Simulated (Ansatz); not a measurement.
**Si2GeN4: the cell at several levels of theory**

How does the equilibrium cell of Si2GeN4 in the beta-nitride host structure depend on the functional? It is relaxed with PBE and r2SCAN. This is a trial cell built on a prototype, not taken from a measured structure, and it needn't be the compound's ground state.

Program: Ansatz 0.2.0. PAW datasets, plane waves, zero pressure. Values at 0 K without nuclear motion; spin polarisation is off, and the phase may be a hypothetical one.

## (1) The structure to begin with

This is the cell as the run starts from it, not yet at rest; its lengths are not the crystal's.

Space group Pm (No. 6), monoclinic; conventional cell a = 7.667 Å, b = 2.929 Å, c = 7.667 Å, β = 120.0°, 10.65 Å³ an atom. Si has 4 N at 1.74–1.75 Å; Ge has 4 N at 1.74–1.75 Å.

Structure file:

```cif
data_structure
_symmetry_space_group_name_H-M 'Pm'
_symmetry_Int_Tables_number 6
_cell_length_a 7.6668
_cell_length_b 2.9290
_cell_length_c 7.6668
_cell_angle_alpha 90.000
_cell_angle_beta 120.000
_cell_angle_gamma 90.000
_cell_volume 149.10
loop_
_atom_site_label
_atom_site_type_symbol
_atom_site_symmetry_multiplicity
_atom_site_Wyckoff_symbol
_atom_site_fract_x
_atom_site_fract_y
_atom_site_fract_z
_atom_site_occupancy
Si1 Si 1 b 0.76892 0.50000 0.59386 1
Si2 Si 1 a 0.59386 0.00000 0.82495 1
Ge1 Ge 1 a 0.17505 0.00000 0.76892 1
Si3 Si 1 b 0.82495 0.50000 0.23108 1
Si4 Si 1 b 0.40614 0.50000 0.17505 1
Ge2 Ge 1 a 0.23108 0.00000 0.40614 1
N1 N 1 b 0.66667 0.50000 0.33333 1
N2 N 1 a 0.33333 0.00000 0.66667 1
N3 N 1 b 0.03081 0.50000 0.70066 1
N4 N 1 a 0.70066 0.00000 0.66985 1
N5 N 1 a 0.33015 0.00000 0.03081 1
N6 N 1 b 0.66985 0.50000 0.96919 1
N7 N 1 a 0.96919 0.00000 0.29934 1
N8 N 1 b 0.29934 0.50000 0.33015 1
```

## (2) Relaxation with PBE

The input, input.yaml:

```yaml
crystal:
  lattice:
    - [7.66676344, 0.0, 0.0]
    - [0.0, 2.92896889, 0.0]
    - [-3.83338172, 0.0, 6.6396119]
  atoms:
    - { symbol: Si, position: [0.59386372, 0.5, 0.82494615] }
    - { symbol: Si, position: [0.82494615, 0.0, 0.23108243] }
    - { symbol: Ge, position: [0.76891757, 0.0, 0.59386372] }
    - { symbol: Si, position: [0.23108243, 0.5, 0.40613628] }
    - { symbol: Si, position: [0.17505385, 0.5, 0.76891757] }
    - { symbol: Ge, position: [0.40613628, 0.0, 0.17505385] }
    - { symbol: "N", position: [0.33333334, 0.5, 0.66666667] }
    - { symbol: "N", position: [0.66666666, 0.0, 0.33333333] }
    - { symbol: "N", position: [0.70065891, 0.5, 0.6698534] }
    - { symbol: "N", position: [0.6698534, 0.0, 0.96919449] }
    - { symbol: "N", position: [0.03080551, 0.0, 0.70065891] }
    - { symbol: "N", position: [0.96919449, 0.5, 0.29934109] }
    - { symbol: "N", position: [0.29934109, 0.0, 0.3301466] }
    - { symbol: "N", position: [0.3301466, 0.5, 0.03080551] }
kpoints:
  mp_grid: { grid: [4, 8, 4] }
hamiltonian:
  xc: pbe
scf:
  occupations: { method: fermi_dirac, width: 0.02 }
relax:
  f_tol: 0.005
  cell: {}
```

Output:

```text
Engine: ansatz 0.2.0, x86_64-unknown-linux-gnu
Pseudopotentials: kind: paw
Pseudopotential: Si, paw, valence charge 4, recommended cutoff 420 eV (normal), Si.paw.azcp
Pseudopotential: Ge, paw, valence charge 14, recommended cutoff 420 eV (normal), Ge.paw.azcp
Pseudopotential: N, paw, valence charge 5, recommended cutoff 420 eV (normal), N.paw.azcp
Functional definition: PBE
  parameter kappa = 0.804
  parameter beta = 0.06672455060314922
  exchange = pbe_x(kappa = kappa, mu = beta*pi^2/3)
  correlation = pbe_c(beta = beta)
Crystal: 14 atoms, lattice volume = 149.097 Å³
Basis set: ecut = 420 eV, 2907 PW (Γ), exchange–correlation on 108×40×108 points (8 copies of the dense FFT grid, shifted against one another)
Bands: 56, of which v1, the nominal top of the filled ones, is band 42 counted from 1 (41 counted from 0)
Symmetry: 2 space group operations
Space group: Pm (ITA 6), of the structure as read, at distance tolerance 5.3e-5 Å
k-points: 50 of 128 (time reversal used)
Non-local potential: Si, projectors of the file, l = 0: 2, l = 1: 2, l = 2: 2
Non-local potential: Ge, projectors of the file, l = 0: 2, l = 1: 2, l = 2: 3, l = 3: 1
Non-local potential: N, projectors of the file, l = 0: 2, l = 1: 2, l = 2: 1
PAW form: soft (Blöchl's): semilocal exchange-correlation on the pseudo side does not see the compensation charge
PAW one-centre angular grid: Si, 110 points (default); XC on 64 Gauss nodes
PAW one-centre angular grid: Ge, 590 points (default); XC on 64 Gauss nodes
PAW one-centre angular grid: N, 110 points (default); XC on 64 Gauss nodes
Initial density: superposition of atomic densities (neutral atoms: chi_scale 0, normalization atom), corrected by the library's trained network
Initial wavefunctions: pseudopotential atomic-orbital guess
Functional: x = pbe(κ = 0.804, μ = 0.2195149727645171), c = pbe(β = 0.06672455060314922)
SCF iter   1: F=—  HF=-14213.944242 eV  |F-HF|=—  |Δ(HF+E_count)|=         —  Δρ=2.18e-3  dr2=1.23e-2  ethr=1.77e-3  ⟨swp⟩=7.0  Hψ=12827  notcnv=0  defer=7
preconditioner: auto → Resta (q_TF=auto, 2.479 Å⁻¹)  ε∞=3.3  [insulator: Δε(μ)=4.279 eV  Ē_g=18.290 eV  σ=0.020 eV  W_gap=1.00  n_scr=32 (ndim 8)  ℏωp=27.9 eV  f_vac=0.046  D(μ)=0.00/eV (n_scr^D=0)  ε∞_Penn≈3.3]
SCF iter   2: F=—  HF=-14213.943525 eV  |F-HF|=—  |Δ(HF+E_count)|=   7.17e-4  Δρ=1.09e-3  dr2=2.05e-3  ethr=1.46e-5  ⟨swp⟩=2.1  Hψ=4936  notcnv=0  defer=500
SCF iter   3: F=—  HF=-14213.943764 eV  |F-HF|=—  |Δ(HF+E_count)|=   2.40e-4  Δρ=4.13e-4  dr2=3.97e-4  ethr=2.44e-6  ⟨swp⟩=2.0  Hψ=3428  notcnv=0  defer=500
SCF iter   4: F=—  HF=-14213.943825 eV  |F-HF|=—  |Δ(HF+E_count)|=   6.07e-5  Δρ=1.21e-4  dr2=2.64e-5  ethr=4.73e-7  ⟨swp⟩=2.0  Hψ=3492  notcnv=0  defer=500
SCF iter   5: F=—  HF=-14213.943881 eV  |F-HF|=—  |Δ(HF+E_count)|=   5.57e-5  Δρ=5.90e-5  dr2=5.63e-6  ethr=3.14e-8  ⟨swp⟩=2.0  Hψ=4085  notcnv=0  defer=500
SCF iter   6: F=—  HF=-14213.943884 eV  |F-HF|=—  |Δ(HF+E_count)|=   2.84e-6  Δρ=1.85e-5  dr2=6.78e-7  ethr=6.70e-9  ⟨swp⟩=2.0  Hψ=3806  notcnv=0  defer=500
SCF iter   7: F=—  HF=-14213.943884 eV  |F-HF|=—  |Δ(HF+E_count)|=   8.99e-7  Δρ=8.42e-6  dr2=1.36e-7  ethr=1.19e-10  ⟨swp⟩=5.0  Hψ=9852  notcnv=0
SCF iter   8: F=-14213.943885 eV  HF=-14213.943885 eV  |F-HF|=8.83e-9  |Δ(HF+E_count)|=   1.38e-7  Δρ=3.25e-6  dr2=1.51e-8  ethr=1.19e-10  ⟨swp⟩=4.6  Hψ=8841  notcnv=0
SCF 1 converged in 8 iterations: F = -14213.943885 eV  dr2 = 1.51e-8
relax step   1: F+E_penalty+E_count = -14213.94388458 eV  Δ(F+E_penalty+E_count) = +0.000e0 eV  max|allowed force component| = 3.308e0 eV/Å  Δτ_max = 0.0000 Å  P = +16.059 GPa  Ω = 149.097 Å³  (8 SCF iters, dr2 threshold 1.00e-7 eV, accepted)
[... from here on, the SCF cycles and remarks between the steps are left out ...]
relax step   2: F+E_penalty+E_count = -14214.77734251 eV  Δ(F+E_penalty+E_count) = -8.335e-1 eV  max|allowed force component| = 1.398e0 eV/Å  Δτ_max = 0.0503 Å  P = +6.130 GPa  Ω = 154.111 Å³  energy of the carried Pulay correction = -1.451e-2 eV  (7 SCF iters, dr2 threshold 1.40e-6 eV, accepted)
relax step   3: F+E_penalty+E_count = -14214.96080260 eV  Δ(F+E_penalty+E_count) = -1.835e-1 eV  max|allowed force component| = 3.158e-1 eV/Å  Δτ_max = 0.0444 Å  P = +0.709 GPa  Ω = 157.400 Å³  energy of the carried Pulay correction = -2.377e-2 eV  (7 SCF iters, dr2 threshold 1.40e-6 eV, accepted)
relax step   4: F+E_penalty+E_count = -14214.96560704 eV  Δ(F+E_penalty+E_count) = -4.804e-3 eV  max|allowed force component| = 2.269e-1 eV/Å  Δτ_max = 0.0738 Å  P = +0.735 GPa  Ω = 157.235 Å³  energy of the carried Pulay correction = -2.331e-2 eV  (7 SCF iters, dr2 threshold 1.40e-6 eV, accepted)
relax step   5: F+E_penalty+E_count = -14214.97096966 eV  Δ(F+E_penalty+E_count) = -5.363e-3 eV  max|allowed force component| = 4.328e-2 eV/Å  Δτ_max = 0.0263 Å  P = +0.021 GPa  Ω = 157.778 Å³  energy of the carried Pulay correction = -2.482e-2 eV  (6 SCF iters, dr2 threshold 1.40e-6 eV, accepted)
relax step   6: F+E_penalty+E_count = -14214.97103902 eV  Δ(F+E_penalty+E_count) = -6.936e-5 eV  max|allowed force component| = 7.437e-3 eV/Å  Δτ_max = 0.0036 Å  P = -0.003 GPa  Ω = 157.794 Å³  energy of the carried Pulay correction = -2.487e-2 eV  (5 SCF iters, dr2 threshold 1.17e-7 eV, accepted)
relax step   7: F+E_penalty+E_count = -14214.97104966 eV  Δ(F+E_penalty+E_count) = -1.065e-5 eV  max|allowed force component| = 1.729e-3 eV/Å  Δτ_max = 0.0003 Å  P = -0.001 GPa  Ω = 157.794 Å³  energy of the carried Pulay correction = -2.487e-2 eV  (5 SCF iters, dr2 threshold 3.46e-9 eV, accepted)
relax step   8: F+E_penalty+E_count = -14215.00446124 eV  Δ(F+E_penalty+E_count) = -3.341e-2 eV  max|allowed force component| = 1.970e-3 eV/Å  Δτ_max = 0.0000 Å  P = +0.332 GPa  Ω = 157.794 Å³  stress off target by 3.68e-1 GPa  SCF on the basis re-selected at this cell (its energy is not comparable with the rows above)  (7 SCF iters)
relax step   9: F+E_penalty+E_count = -14215.00402408 eV  Δ(F+E_penalty+E_count) = +4.372e-4 eV  max|allowed force component| = 3.553e-3 eV/Å  Δτ_max = 0.0010 Å  P = +0.000 GPa  Ω = 158.036 Å³  energy of the carried Pulay correction = -6.895e-4 eV  (4 SCF iters, dr2 threshold 3.39e-7 eV, accepted)
relax step  10: F+E_penalty+E_count = -14215.00475113 eV  Δ(F+E_penalty+E_count) = -7.271e-4 eV  max|allowed force component| = 3.519e-3 eV/Å  Δτ_max = 0.0000 Å  P = +0.004 GPa  Ω = 158.036 Å³  stress off target by 1.24e-2 GPa  SCF on the basis re-selected at this cell (its energy is not comparable with the rows above)  (7 SCF iters)
basis re-selected at this cell: Δ(F+E_penalty+E_count) = -7.271e-4 eV, ΔP = +0.003 GPa vs the last step (what re-selecting the basis moved, of the pressure what is left beyond the Pulay correction that the steps carried, after the strain that the cell walked since its last selection, with what the two solves' SCF thresholds leave and, on support functions, any second-order correction that the steps lacked; it is no measure of the basis error at this ecutwfc). This SCF's stress stands 1.24e-2 GPa from its target on what of the cell is left free (relax.cell.stress_tol is 5.00e-2 GPa) and its largest allowed force component is 3.52e-3 eV/Å (relax.f_tol is 5.00e-3 eV/Å): within both
SCF converged after 7 iterations
Free energy (F): -14215.004751 eV
Harris-Foulkes:  -14215.004751 eV  (|F-HF|=2.00e-11)
Internal energy: -14215.004751 eV  (E = F + TS)
E sigma→0 (E₀):  -14215.004751 eV
Fermi energy:    9.980461 eV
--- Per-component energies (eV) ---
  E_band       = -248.763598
  E_kinetic    = 1470.372882
  E_local      = -7921.155433  (includes V_loc(G=0)·N_el)
  E_nonlocal   = 1307.407409
  E_hartree    = 3320.496690
  E_xc         = -859.863867
  E_vxc        = -937.818350  (∫ρ·V_xc dr)
  E_paw        = -7122.269952  (= ΣΔE_a)
  E_vpaw       = -808.564955  (= ΣTr[D̂ρ^β])
  E_aug_tail   = 0.001430  (compensation charges beyond the density's cutoff)
  E_ewald      = -4409.993910
  E_smearing   = -0.000000  (= −TS)
  E_closure    = 0.000000  (closes the sum)
  Σ components = -14215.004751   (vs F -14215.004751, Δ=0.00e0)
--- Forces (eV/Å), atoms counted from 1 ---
  atom   1  Si    -0.00197895     0.00000000    -0.00049800
  atom   2  Si     0.00113411     0.00000000     0.00341507
  atom   3  Ge     0.00214918     0.00000000    -0.00211160
  atom   4  Si    -0.00123920     0.00000000    -0.00097305
  atom   5  Si    -0.00138146    -0.00000000    -0.00299545
  atom   6  Ge     0.00035946    -0.00000000     0.00351910
  atom   7  N      0.00114387    -0.00000000     0.00244967
  atom   8  N      0.00248009     0.00000000    -0.00093509
  atom   9  N     -0.00163813     0.00000000     0.00029851
  atom  10  N     -0.00145613    -0.00000000    -0.00235799
  atom  11  N      0.00249722     0.00000000     0.00105293
  atom  12  N     -0.00261089    -0.00000000    -0.00030894
  atom  13  N      0.00015139    -0.00000000     0.00106811
  atom  14  N      0.00038773     0.00000000    -0.00162291
  max |Σ_I F_I| component: 1.71e-6 eV/Å
--- Stress (GPa, compression-positive) ---
       -0.001663      -0.000000      -0.006942
       -0.000000       0.012432       0.000000
       -0.006942       0.000000       0.000326
  P = ⅓ Tr σ = 0.0037 GPa (0.037 kbar)
--- Band table (eV; the first three rows and the last of 50) ---
  k-point 0: bands = ["-16.3035", "-16.2857", "-16.2022", "-16.1627", "-16.1579", "-16.1425", "-16.0786", "-16.0594", "-16.0582", "-16.0374", "-9.6167", "-8.2433", "-8.1900", "-7.5797", "-7.4487", "-7.3755", "-6.1440", "-5.8954", "-0.0176", "0.0748", "0.4859", "1.0014", "1.2055", "2.7652", "2.7879", "3.6421", "3.7767", "4.3560", "4.3919", "4.4229", "4.4969", "5.0306", "5.3022", "5.4290", "5.7565", "6.8580", "6.9105", "7.0879", "7.3083", "7.8128", "7.8378", "8.1819", "11.7041", "12.2998", "12.4425", "12.8153", "12.9015", "13.0629", "13.8357", "14.9668", "15.1574", "15.8721", "16.5489", "17.1353", "17.3045", "17.5021"]
[... 3 lines left out ...]
--- Relaxed structure (8 steps of the walk, 8 accepted, 2 SCFs on fresh bases) ---
  F+E_penalty+E_count = -14215.00475113 eV   max|allowed force component| = 3.519e-3 eV/Å   (the final SCF, on the basis selected at the relaxed cell)
  cell:  # Å, volume = 158.0365 Å³
    - [7.818589549617649, 3.4433624913328514e-18, -0.031015052065736345]
    - [1.3154836057008713e-18, 2.9864343282967605, -1.2685018659965577e-17]
    - [-3.9361545977818917, -3.047705694596261e-17, 6.783857750331586]
  atoms:
    - { symbol: Si, position: [0.5918186831277877, 0.5, 0.8298716656837059] }
    - { symbol: Si, position: [0.8273510265933339, 3.783423070858007e-19, 0.2295791262452029] }
    - { symbol: Ge, position: [0.7714365143840658, -1.2364340020555275e-18, 0.5987765617389159] }
    - { symbol: Si, position: [0.2301837982758434, 0.5, 0.4096606079959717] }
    - { symbol: Si, position: [0.17682061011098252, 0.5, 0.7615780576365095] }
    - { symbol: Ge, position: [0.40034005561301345, 1.1144124177466556e-18, 0.17062584831841404] }
    - { symbol: N, position: [0.3355295623681059, 0.5, 0.6670160734652952] }
    - { symbol: N, position: [0.6723666068944585, 9.40534509569373e-19, 0.3295962140780653] }
    - { symbol: N, position: [0.7023764263638442, 0.5, 0.6849740547011546] }
    - { symbol: N, position: [0.6661619836567919, -4.514244154412001e-19, 0.9709881779012208] }
    - { symbol: N, position: [0.04191296385058435, 1.576697493531003e-18, 0.6943940667144015] }
    - { symbol: N, position: [0.9692839788218238, 0.5, 0.2958364575310234] }
    - { symbol: N, position: [0.2981716189861545, -2.567210951279678e-18, 0.34034714535307276] }
    - { symbol: N, position: [0.31624617095321045, 0.5, 0.01675594263704717] }
```

It took 23 s on 1 × NVIDIA H100 80GB HBM3 with 2 threads of AMD EPYC 7R13 (Zen 3), shared host; peak host memory 1.2 GiB.

The path of the relaxation:

| step | energy change (meV/atom) | largest force (eV/Å) | pressure (GPa) | volume (Å³/atom) |
| --- | --- | --- | --- | --- |
| 1 | 0.0 | 3.3078 | 16.06 | 10.650 |
| 2 | -59.5 | 1.3978 | 6.13 | 11.008 |
| 3 | -72.6 | 0.3158 | 0.71 | 11.243 |
| 4 | -73.0 | 0.2269 | 0.74 | 11.231 |
| 5 | -73.4 | 0.0433 | 0.02 | 11.270 |
| 6 | -73.4 | 0.0074 | 0.00 | 11.271 |
| 7 | -73.4 | 0.0017 | 0.00 | 11.271 |
| 8 | -75.8 | 0.0020 | 0.33 | 11.271 |
| 9 | -75.7 | 0.0036 | 0.00 | 11.288 |
| 10 | -75.8 | 0.0035 | 0.00 | 11.288 |

Steps 8, 10 solve the same cell on a plane-wave basis chosen anew, so the energy can jump there without a move.

The table lists every geometry solved, with passes on a fresh basis, whose energies don't compare exactly with the rows above.

|  | before | after | change |
| --- | --- | --- | --- |
| a (Å) | 7.667 | 7.789 | +1.60 % |
| b (Å) | 2.929 | 2.986 | +1.96 % |
| c (Å) | 7.667 | 7.819 | +1.98 % |
| β (°) | 120.000 | 119.669 | -0.28 % |
| volume (Å³/atom) | 10.650 | 11.288 | +6.00 % |
| shortest distance (Å) | 1.743 | 1.729 | -0.82 % |
| space group | Pm | Pm | same |

[end of part 1 of 2]
